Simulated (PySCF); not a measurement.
**One shape, several levels: GeSiH3ClO (SMILES Cl[SiH]1[O][GeH2]1)**

We compute a comparison of 6 runs (HF/STO-3G, B3LYP/6-31G*, BHLYP/6-31G*, BLYP/6-31G*, SVWN5/6-31G*, r2SCAN/6-31G*) of GeSiH3ClO. 

Program for the calculation: PySCF 2.14.0.

3 further runs of the same task are left out: 3 set aside as unsound or not needed.

## 1. The structure to begin with

GeSiH3ClO: 7 atoms, total charge 0, spin state singlet. As SMILES, `Cl[SiH]1[O][GeH2]1`. The coordinates come from a PBE0-D4/def2-TZVP relaxation.

Bond lengths: Cl1–Si2 2.039 Å, Si2–O3 1.633 Å, Si2–Ge4 2.255 Å, O3–Ge4 1.905 Å, Si2–H5 1.478 Å, Ge4–H6 1.535 Å, Ge4–H7 1.534 Å. Some angles: Cl1–Si2–O3 117.0°, Cl1–Si2–Ge4 122.5°, O3–Si2–Ge4 56.0°, Si2–O3–Ge4 78.8°, Si2–Ge4–O3 45.3°, Cl1–Si2–H5 107.1°, O3–Si2–H5 118.0°, Ge4–Si2–H5 126.8°, Si2–Ge4–H6 124.6°, Si2–Ge4–H7 122.6°.

## 2. The energy at HF/STO-3G (run 1)

input.xyz

```xyz
7
ClGeH3OSi
Cl     0.946700    -2.488800     0.655700
Si    -0.269300    -1.038200    -0.101800
O      0.399800     0.013200    -1.157400
Ge     0.044800     1.152900     0.326900
H     -1.538000    -1.691900    -0.484400
H     -0.900200     2.274100    -0.128200
H      1.377500     1.710600     0.843500
```

job.py

```python
from pyscf import gto

mol = gto.Mole()
mol.atom = 'input.xyz'
mol.verbose = 3
mol.basis = 'sto-3g'
mol.max_memory = 1860
mol.build()

mf = mol.RHF()
mf.conv_tol = 1e-10
mf.kernel()
if not mf.converged:
    mf = mf.newton().run(mf.mo_coeff, mf.mo_occ)

energy = mf.e_tot
print('Final energy', energy)
```

Started as:

```bash
$ OMP_NUM_THREADS=1 python job.py
```

The program printed:

```text
converged SCF energy = -2867.55074146669
Final energy -2867.5507414666877
```

Run time: 1 s. Hardware: 1 thread of Intel Xeon at 2.70GHz, shared host; peak memory 0.12 GiB.

## 3. The energy at B3LYP/6-31G(d) (spherical functions) (run 2)

start.xyz

```xyz
7
ClGeH3OSi
Cl     0.946700    -2.488800     0.655700
Si    -0.269300    -1.038200    -0.101800
O      0.399800     0.013200    -1.157400
Ge     0.044800     1.152900     0.326900
H     -1.538000    -1.691900    -0.484400
H     -0.900200     2.274100    -0.128200
H      1.377500     1.710600     0.843500
```

input.py

```python
# Cl[SiH]1[O][GeH2]1
from pyscf import gto, dft

system = gto.Mole()
system.atom = 'start.xyz'
system.max_memory = 1860
system.basis = '6-31g*'
system.spin = 0
system.verbose = 3
system.build()

mf = dft.RKS(system)
mf.xc = 'b3lyp'
mf.grids.level = 5
mf.conv_tol = 1e-10
mf.kernel()
if not mf.converged:
    mf = mf.newton().run(mf.mo_coeff, mf.mo_occ)

e_tot = mf.e_tot
print('Final energy', e_tot)
```

Started as:

```bash
$ OMP_NUM_THREADS=1 python input.py
```

The program printed:

```text
converged SCF energy = -2903.52419620217
Final energy -2903.524196202166
```

Run time: 26 s. Hardware: 1 thread of Intel Xeon at 2.70GHz, shared host; peak memory 0.47 GiB.

Runs 3 to 5 aren't shown in full; the table further down has their settings and results.

## 4. A single-point energy at r2SCAN/6-31G(d) (spherical functions) (run 6)

start.xyz is that of step 3.

calc.py

```python
from pyscf import gto, dft

mol = gto.M(
    atom='start.xyz',
    verbose=4,
    basis='6-31g*',
    max_memory=1860,
    spin=0,
)

mf = dft.RKS(mol, xc='r2scan')
mf.grids.level = 5
mf.conv_tol = 1e-10
mf.kernel()
if not mf.converged:
    mf = mf.newton().run(mf.mo_coeff, mf.mo_occ)

e_tot = mf.e_tot
print(f'total energy: {e_tot:.8f} hartree')
```

Started as:

```bash
$ OMP_NUM_THREADS=1 python calc.py
```

The program printed:

```text
PySCF version 2.14.0

[... 82 lines left out ...]
converged SCF energy = -2903.3454417267
total energy: -2903.34544173 hartree
```

Wall time 42 s (1 thread of Intel Xeon at 2.70GHz, shared host); peak memory 0.47 GiB.

## 5. The series

```tsv
run	level	integration grid	energy (Eh)	dipole moment (D)	HOMO energy (eV)	LUMO energy (eV)	wall time
1	HF/STO-3G	–	-2867.550741	3.20	-6.78	5.91	1 s
2	B3LYP/6-31G* (spherical functions)	5	-2903.524196	2.22	-6.93	-1.50	26 s
3	BHLYP/6-31G* (spherical functions)	5	-2903.386255	2.53	-8.16	-0.44	25 s
4	BLYP/6-31G* (spherical functions)	5	-2903.476567	1.96	-5.85	-1.94	28 s
5	SVWN5/6-31G* (spherical functions)	5	-2897.114935	2.01	-6.14	-2.23	15 s
6	r2SCAN/6-31G* (spherical functions)	5	-2903.345442	2.13	-6.31	-1.90	42 s
```

## 6. Outcome

| quantity | value |
| --- | --- |
| run 6: total energy | -2903.34544 Eh |
| run 6: dipole moment | 2.13 D |
| run 6: HOMO energy | -6.31 eV |
| run 6: LUMO energy | -1.90 eV |
| run 6: HOMO–LUMO gap | 4.41 eV |

What this shows: The dipole moment (its size) runs from 1.96 D (BLYP/6-31G*) to 3.20 D (HF/STO-3G). The two ends differ in method and basis. The HOMO–LUMO gap runs from 3.91 eV (BLYP/6-31G*) to 12.69 eV (HF/STO-3G). Totals of different functionals can't be ranked against each other. In run 1 the basis is minimal, so the values are rough. All runs together took 2.3 min, the longest 42 s.
